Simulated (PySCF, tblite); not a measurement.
**C3H8FNSi: geometry, infrared bands and NMR shifts**

Aim: predict the infrared bands and NMR shifts of C3H8FNSi (`FC[Si@@H]1CCN1`).

Programs: tblite 0.8.0 and PySCF 2.14.0, with density-fitted response routines of our own. Each step states its level of theory. These are calculated values for one molecule in the gas phase, unless marked as measured. Atoms count from 0, in the outputs and in this text.

### Step 1. The molecule as given

14 atoms, charge 0, multiplicity 1; geometry from: force field or distance geometry start.

Bonds of the start (Å): F0–C1 1.37, C1–Si2 1.81, Si2–C3 1.89, C3–C4 1.57, C4–N5 1.47, N5–Si2 1.71, C1–H6 1.10, C1–H7 1.10, Si2–H8 1.48, C3–H9 1.09, C3–H10 1.09, C4–H11 1.11, C4–H12 1.10, N5–H13 1.02.

### Step 2. Optimising the geometry with GFN2-xTB

The job: settings as JSON, then the geometry in Å.

```
{"job": {"kind": "relax", "xc": "GFN2-xTB", "basis": "xTB"}, "charge": 0, "multiplicity": 1}
F      2.904300     0.153600    -0.699000
C      2.076000     0.091800     0.384400
Si     0.466600    -0.578400    -0.088600
C     -0.667500     0.695200    -0.903000
C     -1.770700     0.145200     0.074600
N     -0.806300    -0.401400     1.042200
H      2.584000    -0.542800     1.127100
H      2.022600     1.100700     0.816500
H      0.383600    -1.950500    -0.645700
H     -0.378500     1.724100    -0.700000
H     -0.881300     0.557600    -1.960200
H     -2.426500    -0.617400    -0.384700
H     -2.432200     0.924100     0.488400
H     -1.074900    -1.302200     1.425900
```

On the command line:

```bash
> OMP_NUM_THREADS=1 python probes_run.py task.json out
```

One launch serves the whole session: the jobs run in the order shown.

**Question.** This job is followed by: GFN2-xTB harmonic vibrations, gas phase; GIAO PBE0/pcSseg-1 NMR shielding, non-relativistic, gas phase. Predict these results of the whole session: strongest single infrared mode (GFN2-xTB); zero-point energy (GFN2-xTB); 13C shifts against TMS (PBE0/pcSseg-1); 1H shifts against TMS (PBE0/pcSseg-1); 19F shifts against CFCl3 (PBE0/pcSseg-1); 29Si shifts against TMS (PBE0/pcSseg-1); 15N shifts against NH3 (PBE0/pcSseg-1).

The runs gave:

| quantity | value |
| --- | --- |
| strongest single infrared mode (GFN2-xTB) | 2218 cm⁻¹, 334 km/mol |
| zero-point energy (GFN2-xTB) | 67.7 kcal/mol |
| 13C shifts against TMS (PBE0/pcSseg-1) | 80.9, 48.0, 16.4 ppm |
| 1H shifts against TMS (PBE0/pcSseg-1) | 5.89, 5.00, 4.79, 3.91, 3.76, 1.82, 1.60, 0.15 ppm |
| 19F shifts against CFCl3 (PBE0/pcSseg-1) | -308.6 ppm |
| 29Si shifts against TMS (PBE0/pcSseg-1) | 9.3 ppm |
| 15N shifts against NH3 (PBE0/pcSseg-1) | 36.4 ppm |

**Reading.** Relaxing lowered the energy by 0.568 eV in 98 steps; the close pair that moved most is C1–Si2, from 1.806 to 1.914 Å. No mode is imaginary among the 36: a minimum at this level. The strongest single mode, at 2218 cm⁻¹, moves mainly H8. GFN2-xTB is a fitted tight-binding method: band positions and strengths are rough. Its intensities can rank the bands wrongly. At PBE0/pcSseg-1: The widest tensor belongs to C1: span 112 ppm, with a paramagnetic part of -144 ppm.
